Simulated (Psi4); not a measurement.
# One shape, several levels: InH3Br− ([InBrH3]-)

Wanted: a comparison of 3 runs (HF/STO-3G, HF/3-21G, TPSSh/def2-TZVP) of InH3Br− ([InBrH3]-). 

Program for the calculation: Psi4 1.11.

1 further run of the same task is left out (set aside as unsound or not needed).

### 1 The system as given

InH3Br− has 5 atoms, charge -1, and is taken as a singlet. As SMILES, `[H][In-]([H])([H])[Br]`. One bond was lengthened or shortened from a relaxed shape.

Bond lengths: In1–Br2 2.478 Å, In1–H3 1.948 Å, In1–H4 1.696 Å, In1–H5 1.692 Å. Angles: Br2–In1–H3 106.2°, Br2–In1–H4 106.3°, Br2–In1–H5 106.4°, H3–In1–H4 112.6°, H3–In1–H5 112.0°, H4–In1–H5 112.8°.

### 2 Energy and gradient at HF/STO-3G (run 1)

job.in reads:

```
memory 1.6 GB

molecule system {
  -1 1
  In    -0.246980     0.002623    -0.137743
  Br    -0.232010    -0.021357     2.340297
  H      1.620190     0.006360    -0.694100
  H     -1.065750     1.415673    -0.594373
  H     -1.049620    -1.405237    -0.623803
  symmetry c1
}

set basis STO-3G
set puream true
set e_convergence 1e-09
set d_convergence 1e-08
set scf_type pk

gradient("scf")
```

Command:

```sh
$ psi4 job.in job.out -n 1
```

job.out:

```text
[...]
  Running in c1 symmetry.
[...]
  Nuclear repulsion =  426.866014839511479
[...]
  Multiplicity = 1
[...]
  Nalpha       = 44
  Nbeta        = 44
[...]
    Number of basis functions: 48
[...]
   @RHF iter   1: -8228.98659102169768   -4.18803e+00   1.06738e-02 DIIS/ADIIS
[...]
   @RHF iter   8: -8229.24374465215806   -9.09495e-12   3.42468e-09 DIIS
[...]
  @RHF Final Energy: -8229.24374465215806
   => Energetics <=
    Nuclear Repulsion Energy =            426.8660148395114788
    One-Electron Energy =              -12312.0793826752778841
    Two-Electron Energy =                3655.9696231836073821
    Total Energy =                      -8229.2437446521580569
[...]
 Multipole Moments:
 ------------------------------------------------------------------------------------
     Multipole            Electronic (a.u.)      Nuclear  (a.u.)        Total (a.u.)
 ------------------------------------------------------------------------------------
 L = 1.  Multiply by 2.5417464519 to convert [e a0] to [Debye]
 Dipole X            :         -0.4589508            0.2609599           -0.1979909
 Dipole Y            :         -0.0020212            0.0038985            0.0018773
 Dipole Z            :          1.3126414           -1.0070852            0.3055562
 Magnitude           :                                                    0.3640996
[...]
  -Total Gradient:
     Atom            X                  Y                   Z
    ------   -----------------  -----------------  -----------------
       1       -0.032943442653    -0.000496534690     0.035620697861
       2       -0.001096965638     0.000071025819    -0.008797256701
       3        0.056750029890    -0.000175746625    -0.016883857795
       4       -0.011797237440     0.016052040474    -0.004852141955
       5       -0.010912384154    -0.015450784976    -0.005087440572
[...]
```

It took 5.1 s on 1 thread of Intel Xeon Platinum 8488C (Sapphire Rapids), shared host; peak memory 0.2 GiB.

### 3 Energy and forces at HF/3-21G (run 2)

brh3in.dat reads:

```
memory 1600 MB

molecule mol {
  -1 1
  In    -0.246980     0.002623    -0.137743
  Br    -0.232010    -0.021357     2.340297
  H      1.620190     0.006360    -0.694100
  H     -1.065750     1.415673    -0.594373
  H     -1.049620    -1.405237    -0.623803
  symmetry c1
}

set globals {
  puream true
  e_convergence 1e-09
  d_convergence 1e-08
  scf_type pk
}

e, wfn = gradient("scf/3-21G", return_wfn=True)
oeprop(wfn, "MULLIKEN_CHARGES", "WIBERG_LOWDIN_INDICES", "DIPOLE")
```

Command:

```sh
$ psi4 -n 1 brh3in.dat brh3in.out
```

brh3in.out:

```text
[...]
  Running in c1 symmetry.
[...]
  Nuclear repulsion =  426.866014839511479
[...]
  Multiplicity = 1
[...]
  Nalpha       = 44
  Nbeta        = 44
[...]
    Number of basis functions: 59
[...]
   @RHF iter   1: -8276.11343122941071   -4.70142e+00   1.20964e-02 ADIIS/DIIS
[...]
   @RHF iter   9: -8276.56983201678122   -5.45697e-12   6.56024e-09 DIIS
[...]
  @RHF Final Energy: -8276.56983201678122
   => Energetics <=
    Nuclear Repulsion Energy =            426.8660148395114788
    One-Electron Energy =              -12337.4016037976343796
    Two-Electron Energy =                3633.9657569413407145
    Total Energy =                      -8276.5698320167812199
[...]
  -Total Gradient:
     Atom            X                  Y                   Z
    ------   -----------------  -----------------  -----------------
       1       -0.044311355179    -0.001104012366     0.030091379774
       2       -0.000894268276     0.000436331355    -0.046994150236
       3        0.017386526605    -0.000207062777    -0.003962126613
       4        0.013623990532    -0.026985083887     0.010010896928
       5        0.014195106306     0.027859827677     0.010854000306
[...]
 Multipole Moments:
 ------------------------------------------------------------------------------------
     Multipole            Electronic (a.u.)      Nuclear  (a.u.)        Total (a.u.)
 ------------------------------------------------------------------------------------
 L = 1.  Multiply by 2.5417464519 to convert [e a0] to [Debye]
 Dipole X            :         -0.5744440            0.2609599           -0.3134841
 Dipole Y            :         -0.0024695            0.0038985            0.0014291
 Dipole Z            :          1.2443839           -1.0070852            0.2372987
 Magnitude           :                                                    0.3931730
[...]
  Mulliken Charges: (a.u.)
   Center  Symbol    Alpha    Beta     Spin     Total
       1    IN    24.19959 24.19959  0.00000  0.60081
       2    BR    17.81947 17.81947  0.00000 -0.63894
       3     H     0.66264  0.66264  0.00000 -0.32527
       4     H     0.65911  0.65911  0.00000 -0.31823
       5     H     0.65919  0.65919  0.00000 -0.31838
   Total alpha = 44.00000, Total beta = 44.00000, Total charge = -1.00000
  Wiberg Bond Indices using Orthogonal Lowdin Orbitals:
[...]
```

It took 5.7 s on 1 thread of Intel Xeon Platinum 8488C (Sapphire Rapids), shared host; peak memory 0.22 GiB.

### 4 Energy and gradient at TPSSh/def2-TZVP (core potential) (run 3)

job.json reads:

```json
{
  "schema_name": "qcschema_input",
  "schema_version": 1,
  "molecule": {
    "schema_name": "qcschema_molecule",
    "schema_version": 2,
    "symbols": ["In", "Br", "H", "H", "H"],
    "geometry": [-0.46672456, 0.00495675, -0.26029655, -0.43843536, -0.04035888, 4.42252038, 3.06171537, 0.01201866, -1.3116589, -2.01397562, 2.67523425, -1.12320219, -1.98349433, -2.65551307, -1.17881683],
    "molecular_charge": -1,
    "molecular_multiplicity": 1,
    "fix_symmetry": "c1"
  },
  "driver": "gradient",
  "model": {
    "method": "tpssh",
    "basis": "def2-TZVP"
  },
  "keywords": {
    "puream": true,
    "e_convergence": 1e-09,
    "d_convergence": 1e-08,
    "scf_type": "pk",
    "dft_radial_points": 99,
    "dft_spherical_points": 590,
    "scf_properties": ["MAYER_INDICES", "WIBERG_LOWDIN_INDICES", "DIPOLE"]
  }
}
```

Command:

```sh
$ psi4 --qcschema job.json -n 1 --memory 1600MB
```

stdout:

```text
[...]
    !!!  WARNING: ECP capability is in beta. Please check occupations closely.  !!!
[...]
  Running in c1 symmetry.
[...]
  Nuclear repulsion =  192.503622710880393
[...]
  Multiplicity = 1
[...]
  Nalpha       = 30
  Nbeta        = 30
[...]
    Number of basis functions: 116
[...]
   @RKS iter   1: -2765.44136651379313   -1.84811e+00   1.45074e-02 ADIIS/DIIS
[...]
   @RKS iter  11: -2766.02345377261008   -1.81899e-12   4.16854e-09 DIIS
[...]
  @RKS Final Energy: -2766.02345377261008
   => Energetics <=
    Nuclear Repulsion Energy =            192.5036227108803928
    One-Electron Energy =               -4315.3891856394002389
    Two-Electron Energy =                1455.4049324764607718
    DFT Exchange-Correlation Energy =     -98.5428233205506245
    Empirical Dispersion Energy =           0.0000000000000000
    VV10 Nonlocal Energy =                  0.0000000000000000
    Total Energy =                      -2766.0234537726096278
[...]
 Multipole Moments:
 ------------------------------------------------------------------------------------
     Multipole            Electronic (a.u.)      Nuclear  (a.u.)        Total (a.u.)
 ------------------------------------------------------------------------------------
 L = 1.  Multiply by 2.5417464519 to convert [e a0] to [Debye]
 Dipole X            :         -0.9741763            0.6451010           -0.3290753
 Dipole Y            :          0.5001314           -0.5023788           -0.0022474
 Dipole Z            :        -50.7809706           51.1543045            0.3733339
 Magnitude           :                                                    0.4976684
[...]
  -Total Gradient:
     Atom            X                  Y                   Z
    ------   -----------------  -----------------  -----------------
       1       -0.034740187307    -0.000923124769     0.025414473804
       2       -0.000655445280     0.000269021606    -0.028832499594
       3        0.021939259386    -0.000144427389    -0.006343998735
       4        0.006444513708    -0.014819008741     0.004607646045
       5        0.007012079859     0.015616217836     0.005152858079
[...]
```

The result, in JSON:

```text
{
 "driver": "gradient",
 "model": {
  "method": "tpssh",
  "basis": "def2-TZVP"
 },
 "success": true,
 "return_result": [-0.03474018730741689, -0.0009231247693477459, 0.025414473803964787, -0.0006554452800299069, 0.00026902160635474174, -0.028832499594414515, 0.021939259385778773, -0.00014442738880838125, -0.006343998734684764, 0.00644451370773351, -0.014819008741330242, 0.004607646045305353, 0.00701207985854059, 0.015616217836221039, 0.005152858078913823],
 "properties": {
  "calcinfo_nbasis": 116,
  "calcinfo_nmo": 116,
  "calcinfo_nalpha": 30,
  "calcinfo_nbeta": 30,
  "calcinfo_natom": 5,
  "nuclear_repulsion_energy": 192.5036227108804,
  "return_energy": -2766.02345377261,
  "return_gradient": [-0.03474018730741689, -0.0009231247693477459, 0.025414473803964787, -0.0006554452800299069, 0.00026902160635474174, -0.028832499594414515, 0.021939259385778773, -0.00014442738880838125, -0.006343998734684764, 0.00644451370773351, -0.014819008741330242, 0.004607646045305353, 0.00701207985854059, 0.015616217836221039, 0.005152858078913823],
  "scf_one_electron_energy": -4315.3891856394,
  "scf_two_electron_energy": 1455.4049324764608,
  "scf_xc_energy": -98.54282332055062,
  "scf_dipole_moment": [-0.329075337978313, -0.0022473814021931604, 0.3733338815211624],
  "scf_total_energy": -2766.02345377261,
  "scf_total_gradient": [-0.03474018730741689, -0.0009231247693477459, 0.025414473803964787, -0.0006554452800299069, 0.00026902160635474174, -0.028832499594414515, 0.021939259385778773, -0.00014442738880838125, -0.006343998734684764, 0.00644451370773351, -0.014819008741330242, 0.004607646045305353, 0.00701207985854059, 0.015616217836221039, 0.005152858078913823],
  "scf_iterations": 11
 }
}
```

It took 52 s on 1 thread of Intel Xeon Platinum 8488C (Sapphire Rapids), shared host; peak memory 0.73 GiB.

### 5 Overview of the runs

```csv
run,level,core potential,integration grid,energy (Eh),HOMO energy (eV),LUMO energy (eV),HOMO–LUMO gap (eV),wall time
1,HF/STO-3G,none,–,-8229.243745,-1.36,16.88,18.24,5.1 s
2,HF/3-21G,none,–,-8276.569832,-4.87,7.47,12.34,5.7 s
3,TPSSh/def2-TZVP (core potential),def2,99 radial × 590 angular,-2766.023454,-1.87,3.92,5.80,52 s
```

### 6 What came out

| quantity | value |
| --- | --- |
| run 3: total energy | -2766.02345 Eh |
| run 3: HOMO energy | -1.87 eV |
| run 3: LUMO energy | 3.92 eV |
| run 3: HOMO–LUMO gap (to an unbound level, set by the basis) | 5.80 eV |
| run 3: largest force on an atom | 2.214 eV/Å |

In words: The HOMO–LUMO gap runs from 5.80 eV (TPSSh/def2-TZVP) to 18.24 eV (HF/STO-3G). The two ends differ in method and basis and core potential. The empty levels of an anion lie above zero and hang on the basis. Some runs of one species differ in core potentials or relativity; totals across that change don't compare. In run 1 the basis is minimal, so the values are rough. In runs 1, 2 relativity is left out where basis or elements ask for it. All runs together took 63 s, the longest 52 s.
